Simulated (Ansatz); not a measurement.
The system is NaLa.

```
La Na
1.0
     3.69996    0.00000    0.00000
    -1.84998    3.20426    0.00000
     0.00000    0.00000    6.65227
La Na
1 1
Direct
  0.33333 0.66667 0.50000
  0.00000 0.00000 0.00000
```

The cell comes from a database or a generator and needn't be the stable form of this composition.

The cell isn't the ideal one: volume scaled by 1.08.

Base run:

* Program: Ansatz 0.2.0
* Functional: RPBE
* Potentials or basis: all-electron LAPW, scalar-relativistic
* Cutoff: 123 eV (chosen from the basis error)
* Basis error allowed: 0.001 eV/atom
* k mesh: 9 × 9 × 4
* Occupations: gaussian, width 0.05 eV
* Spin: no spin polarisation

Its results: band gap on the k mesh none (metal or under the smearing width); pressure -0.3 GPa.

Question: The run is repeated on the same cell with these changes: functional from RPBE to PBE. What comes out?

Answer: Band gap on the k mesh none (metal or under the smearing width); pressure -1.2 GPa.

PBE binds more tightly than RPBE, so the same cell stands under less pressure.
